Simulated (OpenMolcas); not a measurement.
# A workflow on B

We compute a series of 9 runs (ROHF/6-31G*, CASSCF(3,4)/6-31G*, CASPT2(3,4)/6-31G*, CASPT2[IPEA 0](3,4)/6-31G*, SC-NEVPT2(3,4)/6-31G*, PC-NEVPT2(3,4)/6-31G*, MC-PDFT[tPBE](3,4)/6-31G*, MC-PDFT[ftPBE](3,4)/6-31G*, and more) of B. 

Program for the calculation: OpenMolcas 26.06.

70 further runs of the same task are left out: 70 set aside as unsound or not needed.

## 1. The energy at ROHF/6-31G(d) (spherical functions) (run 1)

Contents of input.xyz:

```xyz
1

B      0.000000     0.000000     0.000000
```

Contents of step1.input:

```
* B Hartree-Fock

&GATEWAY
  BasLib = $CurrDir
  Coord = input.xyz
  Basis = 6-31Gs
  Group = NoSym

&SEWARD

&SCF
  UHF
  Spin = 2
  PrOrbitals = 1 1

&RASSCF
  FileOrb = $Project.UnaOrb
  Spin = 2
  Nactel = 1 0 0
  Inactive = 2
  Ras2 = 1
  OutOrbitals = Canonical
  OrbListing = Nothing
```

The basis set 6-31G* is read from a file made from the Basis Set Exchange's data (not shown).

Command:

```sh
export MOLCAS_MEM=1860
pymolcas step1.input > step1.log
```

Log:

```text
--- Start Module: gateway ---
[...]
--- Stop Module: gateway /rc=_RC_ALL_IS_WELL_ ---
[...]
      Basis functions           14
[...]
--- Start Module: scf ---
[...]
       Convergence after   7 Iterations
[...]
::    Total SCF energy                                -24.5219719297
[...]
      Total spin, S                                     0.5018903055
[...]
--- Stop Module: scf /rc=_RC_ALL_IS_WELL_ ---
--- Start Module: rasscf ---
[...]
      Number of active orbitals                  1
[...]
      Spin quantum number                      0.5
[...]
      Active orbitals                            1
[...]
      Number of CSFs                             1
[...]
      Number of root(s) required                 1
[...]
      Convergence after  7 iterations
[...]
      printout of CI-coefficients larger than  0.05 for root  1
      energy=     -24.519364
      conf/sym  1     Coeff  Weight
             1  u   1.00000 1.00000
      Natural orbitals and occupation numbers for root  1
      sym 1:   1.000000
      ************************************************************************************************************************
      *                                                    Final results                                                     *
[...]
::    RASSCF root number  1 Total energy:    -24.51936373
[...]
      Total electronic charge=    5.000000
      Total            charge=   -0.000000
[...]
      Dipole Moment (debye):
      Origin of the operator (angstrom)=    0.0000    0.0000    0.0000
                   X= -1.1198E-17               Y=  1.1900E-16               Z= -1.6864E-16           Total=  2.0670E-16
      Quadrupole Moment (debye*angstrom):
[...]
--- Stop Module: rasscf /rc=_RC_ALL_IS_WELL_ ---
[...]
```

Wall time 3.3 s (1 thread of Intel Xeon Platinum 8259CL at 2.50GHz (Skylake/Cascade Lake), shared host); peak memory 0.37 GiB.

## 2. The B atom: a single-point energy at CASSCF(3,4)/6-31G(d) (spherical functions) (run 2)

input.xyz is that of step 1.

Contents of step2.inp:

```
&GATEWAY
BasLib
$CurrDir
Coord
input.xyz
Basis
6-31Gs
Group
NoSym
&SEWARD
&RASSCF
FileOrb
$CurrDir/step1.RasOrb
Spin
2
Nactel
3 0 0
Inactive
1
Ras2
4
OrbListing
Nothing
```

The basis set 6-31G* is read from a file made from the Basis Set Exchange's data (not shown).

Run the same way, it converges to -24.55394 Eh (log not shown).

Runs 3 to 8 aren't shown in full; the table further down has their settings and results.

## 3. The B atom: the energy at MRCI(3,4)/6-31G(d) (spherical functions) (run 9)

input.xyz is that of step 2.

Contents of step9.input:

```
&gateway
 baslib
 $CurrDir
 coord
 input.xyz
 basis
 6-31Gs
 group
 NoSym

&seward

&rasscf
 fileorb
 $CurrDir/step2.RasOrb
 spin
 2
 nactel
 3 0 0
 inactive
 1
 ras2
 4
 orblisting
 Nothing

&motra
 lumorb
 frozen
 1

&guga
 electrons
 3
 spin
 2
 inactive
 0
 active
 4
 ciall
 1

&mrci
 sdci
```

The basis set 6-31G* is read from a file made from the Basis Set Exchange's data (not shown).

Command:

```sh
export MOLCAS_MEM=1860
pymolcas step9.input > step9.log
```

Log:

```text
--- Start Module: gateway ---
[...]
--- Stop Module: gateway /rc=_RC_ALL_IS_WELL_ ---
[...]
      Basis functions           14
[...]
      Number of active orbitals                  4
[...]
      Spin quantum number                      0.5
[...]
      Active orbitals                            4
[...]
      Number of CSFs                            20
[...]
      Number of root(s) required                 1
[...]
      Convergence after  4 iterations
[...]
      printout of CI-coefficients larger than  0.05 for root  1
      energy=     -24.553942
      conf/sym  1111     Coeff  Weight
             1  2u00  -0.97178 0.94436
            15  0u20  -0.16680 0.02782
            18  0u02  -0.16680 0.02782
      Natural orbitals and occupation numbers for root  1
      sym 1:   1.888712   1.000000   0.055644   0.055644
      ************************************************************************************************************************
      *                                                    Final results                                                     *
[...]
::    RASSCF root number  1 Total energy:    -24.55394238
[...]
      Dipole Moment (debye):
      Origin of the operator (angstrom)=    0.0000    0.0000    0.0000
                   X= -2.7053E-15               Y= -1.1762E-14               Z= -3.2424E-14           Total=  3.4597E-14
      Quadrupole Moment (debye*angstrom):
[...]
       (But an ACPF correction will be computed)
       USE THE DEFAULT ACPF G-VALUE GFAC=  0.66666666666666663
[...]
                      CI ENERGY:   -24.57951065
[...]
                ACPF CORRECTION:    -0.00012644
[...]
      Total electronic charge=    5.000000
      Total            charge=   -0.000000
[...]
     ACPF CORRECTION:     -0.00012644
[...]
  CI State   1     Total energy:    -24.57951065     QDav:     -0.00038310     QACPF:     -0.00012644
[...]
```

Run time: 2.7 s. Hardware: 1 thread of Intel Xeon Platinum 8259CL at 2.50GHz (Skylake/Cascade Lake), shared host; peak memory 0.37 GiB.

## 4. All runs side by side

```csv
run,level,active rule,inactive,energy (Eh),dipole moment (D) of the reference,wall time
1,ROHF/6-31G* (spherical functions),–,–,-24.519364,0.00,3.3 s
2,"CASSCF(3,4)/6-31G* (spherical functions)",full valence,1,-24.553942,0.00,2.6 s
3,"CASPT2(3,4)/6-31G* (spherical functions)",full valence,1,-24.573151,0.00,2.4 s
4,"CASPT2[IPEA 0](3,4)/6-31G* (spherical functions)",full valence,1,-24.575345,0.00,2.4 s
5,"SC-NEVPT2(3,4)/6-31G* (spherical functions)",full valence,1,-24.573157,0.00,2.4 s
6,"PC-NEVPT2(3,4)/6-31G* (spherical functions)",full valence,1,-24.573186,0.00,3 s
7,"MC-PDFT[tPBE](3,4)/6-31G* (spherical functions)",full valence,1,-24.603557,0.00,3 s
8,"MC-PDFT[ftPBE](3,4)/6-31G* (spherical functions)",full valence,1,-24.613388,0.00,3.3 s
9,"MRCI(3,4)/6-31G* (spherical functions)",full valence,1,-24.579511,0.00,2.7 s
```

## 5. Results

| quantity | value |
| --- | --- |
| B atom, run 9: total energy | -24.57951 Eh |
| B atom, run 9: dipole moment (CASSCF density) | 0.00 D |

In words: Below the ROHF energy at the same shape and in the same basis (6-31G*): CASSCF(3,4) -34.6 mEh; CASPT2(3,4) -53.8 mEh; CASPT2[IPEA 0](3,4) -56.0 mEh; SC-NEVPT2(3,4) -53.8 mEh; PC-NEVPT2(3,4) -53.8 mEh; MRCI(3,4) -60.1 mEh. Active-space methods hold only the correlation inside their space unless a perturbation or CI step follows. All runs together took 25 s, the longest 3.3 s.
